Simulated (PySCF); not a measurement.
# C₅H₁₃AlN₂Si₂: geometry, NMR shifts and electronic excitations

What NMR shifts and electronic excitations should C₅H₁₃AlN₂Si₂ (`[SiH3][N]([SiH3])[AlH2-][n+]1ccccc1`) show?

Computed with PySCF 2.14.0, with density-fitted response routines of our own, on a single molecule in the gas phase. Atoms count from 0, in the outputs and in this text.

## (1) The starting structure

23 atoms, charge 0, multiplicity 1; geometry from: GFN2-xTB.

Bonds of the start (Å): Si0–N1 1.73, N1–Si2 1.74, N1–Al3 1.85, Al3–N4 1.98, N4–C5 1.32, C5–C6 1.38, C6–C7 1.39, C7–C8 1.39, C8–C9 1.38, C9–N4 1.32, Si0–H10 1.47, Si0–H11 1.48, Si0–H12 1.47, Si2–H13 1.47, Si2–H14 1.47, Si2–H15 1.47, Al3–H16 1.57, Al3–H17 1.57, C5–H18 1.08, C6–H19 1.08, C7–H20 1.08, C8–H21 1.08, C9–H22 1.08.

## (2) Geometry optimisation at PBE0-D3(BJ)/def2-SVP

What the job is given:

```
{"job": {"xc": "PBE0", "basis": "def2-SVP", "d3": "d3bj", "grid": 1, "kind": "geom"}, "charge": 0, "multiplicity": 1}
Si     1.669960    -1.061180     1.257809
N      1.797525     0.396430     0.342819
Si     3.342452     1.193901     0.311685
Al     0.655344     1.428155    -0.678520
N     -1.036477     0.414641    -0.523771
C     -1.810257     0.608778     0.530641
C     -2.900105    -0.199713     0.799370
C     -3.172482    -1.248643    -0.067241
C     -2.345148    -1.450361    -1.162856
C     -1.278577    -0.589210    -1.349345
H      2.587670    -2.089178     0.754098
H      0.282421    -1.552425     1.125536
H      1.952790    -0.822773     2.678158
H      4.369149     0.308339    -0.247562
H      3.167873     2.382422    -0.532031
H      3.751032     1.575612     1.667616
H      0.893096     1.355225    -2.224898
H      0.229964     2.788929    -0.028937
H     -1.523877     1.446060     1.154796
H     -3.518506    -0.018905     1.664076
H     -4.013155    -1.902197     0.111584
H     -2.522411    -2.260480    -1.852228
H     -0.583034    -0.676445    -2.174845
```

Standard output:

```text
step   0  E = -1128.16043060  max force = 0.014946
step   1  E = -1128.16714822  max force = 0.003654
step   2  E = -1128.16753108  max force = 0.001733
step   3  E = -1128.16755710  max force = 0.001512
step   4  E = -1128.16755763  max force = 0.001407
step   5  E = -1128.16757918  max force = 0.000594
step   6  E = -1128.16758331  max force = 0.000458
step   7  E = -1128.16758664  max force = 0.000259
optimisation converged
```

Wall time 2.5 min (1 thread, shared host).

Along the way:

| step | energy from step 0 (eV) | largest force component (eV/Å) |
| --- | --- | --- |
| 0 | 0.0000 | 0.7686 |
| 1 | -0.1828 | 0.1879 |
| 2 | -0.1932 | 0.0891 |
| 3 | -0.1939 | 0.0778 |
| 4 | -0.1939 | 0.0724 |
| 5 | -0.1945 | 0.0305 |
| 6 | -0.1946 | 0.0236 |
| 7 | -0.1947 | 0.0133 |

Close pairs (by a distance rule), those that changed most:

| bond | before (Å) | after (Å) | change (Å) |
| --- | --- | --- | --- |
| Al3–N4 | 1.978 | 2.031 | +0.052 |
| Al3–H16 | 1.566 | 1.604 | +0.038 |
| Al3–H17 | 1.567 | 1.604 | +0.038 |
| Si0–H10 | 1.467 | 1.501 | +0.034 |
| Si0–H12 | 1.468 | 1.502 | +0.034 |
| Si2–H15 | 1.467 | 1.500 | +0.033 |
| Si2–H13 | 1.467 | 1.500 | +0.033 |
| Si2–H14 | 1.468 | 1.500 | +0.032 |

The end geometry stands in the next job.

| at the end point | value |
| --- | --- |
| point group (found at 0.08 Å tolerance) | C1 |
| rotational constants (GHz, main isotopes) | 1.765, 0.453, 0.417 |
| dipole moment (D) | 7.82 |

## (3) Nuclear shieldings: PBE0/pcSseg-1

What the job is given:

```
{"job": {"kind": "nmr", "xc": "PBE0", "basis": "pcSseg-1"}, "charge": 0, "multiplicity": 1}
Si     1.686737    -0.997884     1.191963
N      1.890763     0.476226     0.312817
Si     3.451270     1.247403     0.330229
Al     0.650459     1.434708    -0.701432
N     -1.045055     0.339738    -0.478761
C     -1.847149     0.562939     0.569131
C     -2.962905    -0.224911     0.816904
C     -3.248603    -1.272203    -0.056202
C     -2.412766    -1.492958    -1.148460
C     -1.315953    -0.660285    -1.325865
H      2.623810    -2.077318     0.732783
H      0.293733    -1.529751     1.032675
H      1.924323    -0.832506     2.665547
H      4.536171     0.380110    -0.235202
H      3.352663     2.485208    -0.512007
H      3.889026     1.651599     1.706567
H      0.850482     1.328636    -2.289481
H      0.179428     2.819935    -0.043494
H     -1.569563     1.401470     1.213961
H     -3.593566    -0.016872     1.682369
H     -4.118250    -1.911554     0.112864
H     -2.602543    -2.300496    -1.856929
H     -0.622235    -0.779025    -2.162812
```

Method: GIAO PBE0/pcSseg-1 NMR shielding, non-relativistic, gas phase.

Standard output:

```text
coarse grid: 20488 points
cycle   1  E = -1128.4268286274  dE =  1.023e+00  |g| = 5.699e-01  |ddm| = 4.456e+00
cycle   2  E = -1128.3045056455  dE =  1.223e-01  |g| = 9.147e-01  |ddm| = 1.439e+00
cycle   3  E = -1128.5007428552  dE = -1.962e-01  |g| = 9.493e-02  |ddm| = 1.014e+00
cycle   4  E = -1128.5025968956  dE = -1.854e-03  |g| = 3.596e-02  |ddm| = 1.157e-01
cycle   5  E = -1128.5028667004  dE = -2.698e-04  |g| = 1.456e-02  |ddm| = 4.183e-02
cycle   6  E = -1128.5029181536  dE = -5.145e-05  |g| = 5.179e-03  |ddm| = 1.717e-02
cycle   7  E = -1128.5029246114  dE = -6.458e-06  |g| = 1.087e-03  |ddm| = 4.857e-03
final grid: 183608 points
cycle   8  E = -1128.5561687960  dE = -3.384e-05  |g| = 7.644e-03  |ddm| = 4.178e-02
cycle   9  E = -1128.5561544383  dE =  1.436e-05  |g| = 1.118e-02  |ddm| = 1.653e-02
cycle  10  E = -1128.5561819351  dE = -2.750e-05  |g| = 1.765e-03  |ddm| = 1.012e-02
cycle  11  E = -1128.5561826753  dE = -7.401e-07  |g| = 3.559e-04  |ddm| = 1.792e-03
cycle  12  E = -1128.5561827018  dE = -2.649e-08  |g| = 1.562e-04  |ddm| = 4.234e-04
cycle  13  E = -1128.5561827077  dE = -5.955e-09  |g| = 3.806e-05  |ddm| = 1.597e-04
cycle  14  E = -1128.5561827080  dE = -2.815e-10  |g| = 1.454e-05  |ddm| = 3.950e-05
converged SCF energy = -1128.5561827080

GIAO shielding tensors (ppm)
atom      isotropic    diamagn.    paramagn.     s11        s22        s33       span
  0 Si     410.833     881.366    -470.533    363.881    374.822    493.797    129.915
  1 N      267.171     330.052     -62.881    233.148    282.536    285.829     52.681
  2 Si     409.248     877.864    -468.616    352.610    392.840    482.295    129.685
  3 Al     432.892     798.276    -365.384    405.146    406.987    486.542     81.396
  4 N      -23.733     334.380    -358.113   -195.194   -149.335    273.330    468.523
  5 C       28.677     252.364    -223.688    -78.433     10.626    153.837    232.271
  6 C       53.143     257.949    -204.807    -58.631     40.535    177.523    236.154
  7 C       37.186     253.977    -216.790    -79.488      8.508    182.538    262.026
  8 C       53.141     257.921    -204.779    -58.625     40.540    177.510    236.135
  9 C       28.596     252.377    -223.782    -78.540     10.539    153.788    232.329
 10 H       26.799      30.126      -3.327     23.692     24.108     32.598      8.906
 11 H       28.535      33.966      -5.431     22.732     29.578     33.295     10.562
 12 H       26.831      30.189      -3.358     23.820     24.057     32.617      8.797
 13 H       26.572      27.296      -0.724     22.963     24.412     32.339      9.376
 14 H       26.331      27.724      -1.393     22.790     25.146     31.058      8.268
 15 H       26.571      27.284      -0.714     22.942     24.403     32.366      9.424
 16 H       26.827      31.678      -4.851     23.555     25.378     31.548      7.994
 17 H       26.812      31.655      -4.842     23.595     25.369     31.473      7.878
 18 H       22.264      32.508     -10.245     17.572     21.700     27.520      9.948
 19 H       23.541      29.494      -5.953     20.429     23.786     26.408      5.978
 20 H       23.129      27.663      -4.535     20.064     23.292     26.030      5.966
 21 H       23.538      29.562      -6.025     20.432     23.786     26.395      5.963
 22 H       22.270      32.598     -10.328     17.580     21.756     27.474      9.895
```

It took 48 s on 1 thread, shared host.

Shifts follow as δ = σ(reference) − σ, with reference shieldings (ppm) from runs at the same level and on the same kind of geometry: ¹H TMS 31.27, ¹³C TMS 184.4, ²⁹Si TMS 352.0, ¹⁵N NH3 265.7, ²⁷Al AlH4- 489.3. The references are single molecules in the gas phase, so shifts against H2O, NH3, PH3, H3PO4 or CFCl3 are not on the usual liquid scales and can be off by tens of ppm. Shifts against hydride references such as AlH4− lie on their own scale. Atoms listed in one row are averaged.

| atoms | environment | σ (ppm) | δ (ppm) |
| --- | --- | --- | --- |
| C5, C9 | aromatic CH next to a ring nitrogen | 28.6 | 155.8 |
| C7 | aromatic CH | 37.2 | 147.2 |
| C6, C8 | aromatic CH | 53.1 | 131.3 |
| H18, H22 | hydrogen on an aromatic CH next to a ring nitrogen | 22.27 | 9.00 |
| H20 | hydrogen on an aromatic CH | 23.13 | 8.14 |
| H19, H21 | hydrogen on an aromatic CH | 23.54 | 7.73 |
| H16, H17 | hydrogen on an aluminium bonded to 2 N | 26.82 | 4.45 |
| H10, H11, H12, H13, H14, H15 | hydrogen on a silicon bonded to N | 26.94 | 4.33 |
| Si0, Si2 | silicon bonded to N, 3 H | 410.0 | -58.0 |
| N4 | donor nitrogen of a Lewis adduct | -23.7 | 289.4 |
| N1 | nitrogen bonded to Al, 2 Si | 267.2 | -1.5 |
| Al3 | aluminium bonded to 2 N, 2 H | 432.9 | 56.4 |

Charges from the same density, by scheme (e):

| atoms | Mulliken | IAO | Hirshfeld | ESP fit |
| --- | --- | --- | --- | --- |
| Si0, Si2 | 0.61 | 0.72 | 0.31 | 0.39 |
| N1 | -1.13 | -1.06 | -0.41 | -0.54 |
| Al3 | 1.00 | 0.66 | 0.34 | 0.59 |
| N4 | -0.69 | -0.21 | -0.06 | -0.16 |
| C5, C9 | 0.26 | 0.02 | 0.06 | 0.12 |
| C6, C8 | -0.17 | -0.15 | -0.03 | -0.26 |
| C7 | 0.00 | -0.09 | 0.00 | 0.04 |

Mayer bond orders: Si0–N1 0.99, N1–Si2 0.94, N1–Al3 0.69, Al3–N4 0.34, N4–C5 1.30, C5–C6 1.44, C6–C7 1.41, C7–C8 1.41, C8–C9 1.44, C9–N4 1.30.

Ring of atoms N4, C5, C6, C7, C8, C9: NICS(0) -7.6, NICS(1) -10.9, NICS(1)zz -28.5 ppm (means of both faces).

## (4) TDDFT and polarisability: CAM-B3LYP/def2-SVPD

The job, as its differences from that of step 3:

```diff
@@ -1,2 +1,2 @@
-{"job": {"kind": "nmr", "xc": "PBE0", "basis": "pcSseg-1"}, "charge": 0, "multiplicity": 1}
+{"job": {"kind": "uv", "xc": "CAM-B3LYP", "basis": "def2-SVPD", "ip": true}, "charge": 0, "multiplicity": 1}
 Si     1.686737    -0.997884     1.191963
```

Method: TDDFT CAM-B3LYP/def2-SVPD, vertical, gas phase, core orbitals frozen in the response.

Standard output:

```text
coarse grid: 20488 points
cycle   1  E = -1128.4870451803  dE =  1.156e+00  |g| = 5.874e-01  |ddm| = 1.280e+01
cycle   2  E = -1128.4495825768  dE =  3.746e-02  |g| = 7.384e-01  |ddm| = 2.215e+00
cycle   3  E = -1128.5734497203  dE = -1.239e-01  |g| = 7.870e-02  |ddm| = 1.054e+00
cycle   4  E = -1128.5748305321  dE = -1.381e-03  |g| = 3.160e-02  |ddm| = 2.490e-01
cycle   5  E = -1128.5750729893  dE = -2.425e-04  |g| = 8.676e-03  |ddm| = 1.014e-01
cycle   6  E = -1128.5750920069  dE = -1.902e-05  |g| = 2.922e-03  |ddm| = 3.101e-02
cycle   7  E = -1128.5750939662  dE = -1.959e-06  |g| = 7.046e-04  |ddm| = 8.221e-03
final grid: 183608 points
cycle   8  E = -1128.7357704622  dE = -3.455e-05  |g| = 3.545e-03  |ddm| = 2.213e-01
cycle   9  E = -1128.7357698906  dE =  5.716e-07  |g| = 4.119e-03  |ddm| = 1.785e-02
cycle  10  E = -1128.7357735378  dE = -3.647e-06  |g| = 5.757e-04  |ddm| = 1.022e-02
cycle  11  E = -1128.7357736131  dE = -7.535e-08  |g| = 2.047e-04  |ddm| = 2.607e-03
cycle  12  E = -1128.7357736241  dE = -1.103e-08  |g| = 4.975e-05  |ddm| = 7.610e-04
cycle  13  E = -1128.7357736247  dE = -6.012e-10  |g| = 1.701e-05  |ddm| = 2.106e-04
converged SCF energy = -1128.7357736247

Static polarisability (au): isotropic 150.593, principal 128.639 142.207 180.934

Singlet excitations
state   eV       nm        f      main configurations
  1   4.3423    285.5   0.00004   H->L 0.97
  2   5.0854    243.8   0.01505   H->L+1 0.97
  3   5.5083    225.1   0.04420   H-3->L 0.78, H-7->L+1 0.12
  4   5.5798    222.2   0.00400   H-1->L 0.94
  5   5.8138    213.3   0.01567   H-2->L 0.53, H-4->L 0.16, H-5->L 0.16
  6   6.0187    206.0   0.00181   H->L+3 0.59, H->L+4 0.32
  7   6.2070    199.7   0.02278   H-2->L 0.38, H-5->L 0.32, H-10->L 0.09
  8   6.3111    196.5   0.02244   H->L+2 0.27, H->L+6 0.18, H-1->L+1 0.15
  9   6.3206    196.2   0.00554   H-1->L+1 0.79
 10   6.4329    192.7   0.00650   H-3->L+1 0.48, H-7->L 0.34, H-5->L 0.10

Triplet excitations (Tamm-Dancoff, eV): 4.2558 4.2959 4.4217 4.9147
Vertical ionisation energy (delta-SCF) = 8.3048 eV
Vertical electron affinity (delta-SCF) = 0.6839 eV
```

It took 4.2 min on 1 thread, shared host.

The orbitals next to the gap, with their largest atomic shares:

| orbital | eV | atoms |
| --- | --- | --- |
| HOMO−3 | -10.12 | C9 20 %, C5 20 %, C6 19 % |
| HOMO−2 | -9.62 | N1 26 %, Al3 20 %, H16 10 % |
| HOMO−1 | -9.18 | Al3 27 %, H17 19 %, H16 19 % |
| HOMO | -7.84 | N1 44 %, Al3 11 %, H16 9 % |
| LUMO | -1.26 | C7 24 %, N4 21 %, C5 13 % |
| LUMO+1 | -0.59 | C6 19 %, C8 19 %, C9 17 % |
| LUMO+2 | 0.73 | C7 15 %, C8 12 %, C6 12 % |

With each of the 10 states as a Gaussian band of 0.4 eV half-width at 1/e, the curve within the window shown has maxima at 222 nm (ε 2,600), 200 nm (ε 2,600) L/(mol cm). Beyond the last state computed it falls off for lack of states. The curve at chosen wavelengths:

| nm | ε (L/mol/cm) |
| --- | --- |
| 184 | 697 |
| 190 | 1662 |
| 196 | 2429 |
| 202 | 2551 |
| 208 | 2411 |
| 213 | 2438 |
| 219 | 2592 |
| 225 | 2577 |
| 231 | 2266 |
| 237 | 1786 |
| 243 | 1303 |
| 249 | 896 |
| 255 | 580 |
| 260 | 383 |
| 266 | 217 |
| 272 | 113 |
| 278 | 55 |
| 284 | 26 |
| 290 | 12 |
| 296 | 5 |
| 302 | 3 |
| 307 | 2 |
| 313 | 1 |
| 319 | 1 |
| 325 | 0 |
| 331 | 0 |

Further results of this job:

| property | computed |
| --- | --- |
| dipole moment (D) | 7.74 |
| polarisability (Å³) | 22.32 |
| HOMO–LUMO gap (eV) | 6.58 |
| −ε(HOMO) (eV) | 7.84 |

## (5) Nuclear shieldings: CAM-B3LYP/pcSseg-1

The job, as its differences from that of step 4:

```diff
@@ -1,2 +1,2 @@
-{"job": {"kind": "uv", "xc": "CAM-B3LYP", "basis": "def2-SVPD", "ip": true}, "charge": 0, "multiplicity": 1}
+{"job": {"kind": "nmr", "xc": "CAM-B3LYP", "basis": "pcSseg-1", "pop": false}, "charge": 0, "multiplicity": 1}
 Si     1.686737    -0.997884     1.191963
```

With the program's defaults for keys left out, this is: GIAO CAM-B3LYP/pcSseg-1 NMR shielding, non-relativistic, gas phase.

Standard output:

```text
coarse grid: 20488 points
cycle   1  E = -1128.9931699775  dE =  1.212e+00  |g| = 6.011e-01  |ddm| = 4.411e+00
cycle   2  E = -1128.9576121732  dE =  3.556e-02  |g| = 7.503e-01  |ddm| = 1.140e+00
cycle   3  E = -1129.0795386621  dE = -1.219e-01  |g| = 7.827e-02  |ddm| = 6.741e-01
cycle   4  E = -1129.0808244840  dE = -1.286e-03  |g| = 3.083e-02  |ddm| = 1.039e-01
cycle   5  E = -1129.0810259478  dE = -2.015e-04  |g| = 8.966e-03  |ddm| = 3.209e-02
cycle   6  E = -1129.0810452931  dE = -1.935e-05  |g| = 2.445e-03  |ddm| = 9.312e-03
cycle   7  E = -1129.0810465232  dE = -1.230e-06  |g| = 9.878e-04  |ddm| = 2.718e-03
final grid: 183608 points
cycle   8  E = -1129.1477269124  dE = -2.549e-05  |g| = 4.185e-03  |ddm| = 2.338e-02
cycle   9  E = -1129.1477259192  dE =  9.931e-07  |g| = 4.901e-03  |ddm| = 7.485e-03
cycle  10  E = -1129.1477308424  dE = -4.923e-06  |g| = 6.923e-04  |ddm| = 3.646e-03
cycle  11  E = -1129.1477309489  dE = -1.064e-07  |g| = 1.720e-04  |ddm| = 6.527e-04
cycle  12  E = -1129.1477309561  dE = -7.235e-09  |g| = 5.696e-05  |ddm| = 2.245e-04
cycle  13  E = -1129.1477309568  dE = -7.217e-10  |g| = 1.825e-05  |ddm| = 6.070e-05
converged SCF energy = -1129.1477309568

GIAO shielding tensors (ppm)
atom      isotropic    diamagn.    paramagn.     s11        s22        s33       span
  0 Si     405.533     881.060    -475.527    359.205    368.538    488.856    129.651
  1 N      267.603     331.184     -63.580    236.737    282.202    283.871     47.134
  2 Si     403.586     877.418    -473.832    348.099    385.594    477.066    128.967
  3 Al     428.255     798.133    -369.878    401.399    403.142    480.225     78.826
  4 N      -30.296     334.736    -365.032   -201.888   -161.647    272.647    474.535
  5 C       22.507     252.358    -229.851    -89.727      5.158    152.090    241.817
  6 C       48.319     257.960    -209.641    -68.214     37.629    175.542    243.755
  7 C       30.495     254.057    -223.562    -91.825      2.733    180.576    272.401
  8 C       48.317     257.942    -209.625    -68.208     37.632    175.526    243.734
  9 C       22.393     252.370    -229.977    -89.865      5.007    152.036    241.901
 10 H       27.003      30.273      -3.270     23.916     24.334     32.759      8.842
 11 H       28.753      34.315      -5.562     22.983     29.703     33.573     10.589
 12 H       27.035      30.344      -3.309     24.043     24.287     32.775      8.732
 13 H       26.762      27.389      -0.627     23.188     24.625     32.473      9.285
 14 H       26.528      27.827      -1.299     23.015     25.374     31.193      8.178
 15 H       26.761      27.380      -0.619     23.167     24.618     32.499      9.332
 16 H       27.006      31.882      -4.876     23.733     25.598     31.687      7.955
 17 H       26.994      31.867      -4.873     23.776     25.591     31.614      7.838
 18 H       22.344      32.716     -10.371     17.705     21.695     27.634      9.929
 19 H       23.649      29.387      -5.738     20.523     23.847     26.577      6.054
 20 H       23.180      27.434      -4.254     20.148     23.222     26.171      6.024
 21 H       23.647      29.464      -5.817     20.527     23.847     26.567      6.040
 22 H       22.350      32.803     -10.453     17.708     21.749     27.593      9.886
```

It took 65 s on 1 thread, shared host.

This run: δ C5 160.0, C7 152.0, C6 134.1, Si0 -61.1, H18 8.98, H20 8.15 ppm (means over like atoms).

## (6) Run by run: NMR shifts

Shifts (ppm) of some atoms, chosen among heavy atoms and hydrogens apart, means over like atoms, with basis size and wall time:

| run | C5 | C7 | C6 | H16 | H10 | Si0 | N4 | functions | time |
| --- | --- | --- | --- | --- | --- | --- | --- | --- | --- |
| PBE0/pcSseg-1 | 155.8 | 147.2 | 131.3 | 4.45 | 4.33 | -58.0 | 289.4 | 256 | 48 s |
| CAM-B3LYP/pcSseg-1 | 160.0 | 152.0 | 134.1 | 4.33 | 4.19 | -61.1 | 297.6 | 256 | 65 s |

## (7) Results

| quantity | value |
| --- | --- |
| point group | C1 |
| rotational constants (main isotopes) | 1.77, 0.45, 0.42 GHz |
| ¹³C shifts against TMS (PBE0/pcSseg-1, means over atoms taken as alike) | 155.8, 147.2, 131.3 ppm |
| ¹H shifts against TMS (PBE0/pcSseg-1, means over atoms taken as alike) | 9.00, 8.14, 7.73, 4.45, 4.33 ppm |
| ²⁹Si shifts against TMS (PBE0/pcSseg-1, means over atoms taken as alike) | -58.0 ppm |
| ¹⁵N shifts against NH3 (PBE0/pcSseg-1) | 289.4, -1.5 ppm |
| ²⁷Al shifts against AlH4- (PBE0/pcSseg-1) | 56.4 ppm |
| lowest singlet (CAM-B3LYP/def2-SVPD) | 4.34 eV (286 nm), f = 0.000 |
| brightest single state of those computed | state 3, 5.51 eV, f = 0.044 |
| lowest triplet | 4.26 eV |
| vertical ionisation energy (ΔSCF) | 8.30 eV |
| vertical electron affinity (ΔSCF) | 0.68 eV |
| range of the shift of N4 | 289.4 to 297.6 ppm |

**Reading.** The optimisation took 7 steps and gained 0.195 eV; among the close pairs (by a distance rule), Al3–N4 changed most, from 1.978 to 2.031 Å. No frequency check was run at this level, so the end point may be a saddle. At PBE0/pcSseg-1: The largest span, 469 ppm, is at N4, where the paramagnetic term is -358 ppm. NICS(1)zz of -28 ppm above the planar ring from N4 marks a diatropic (aromatic) ring current. The first singlet state (HOMO→LUMO 0.97) lies at 4.34 eV and is dark; of the 10 states computed, the strongest absorption comes from state 3 at 5.51 eV. The lowest triplet lies 0.09 eV below the lowest singlet (triplets in Tamm-Dancoff, singlets in full TDDFT). The orbital energy would give 7.84 eV for ionisation, ΔSCF gives 8.30 eV. In ppm, N4 moves most: its shift spreads over 8.2 ppm, from 289.4 (PBE0/pcSseg-1) to 297.6 (CAM-B3LYP/pcSseg-1).
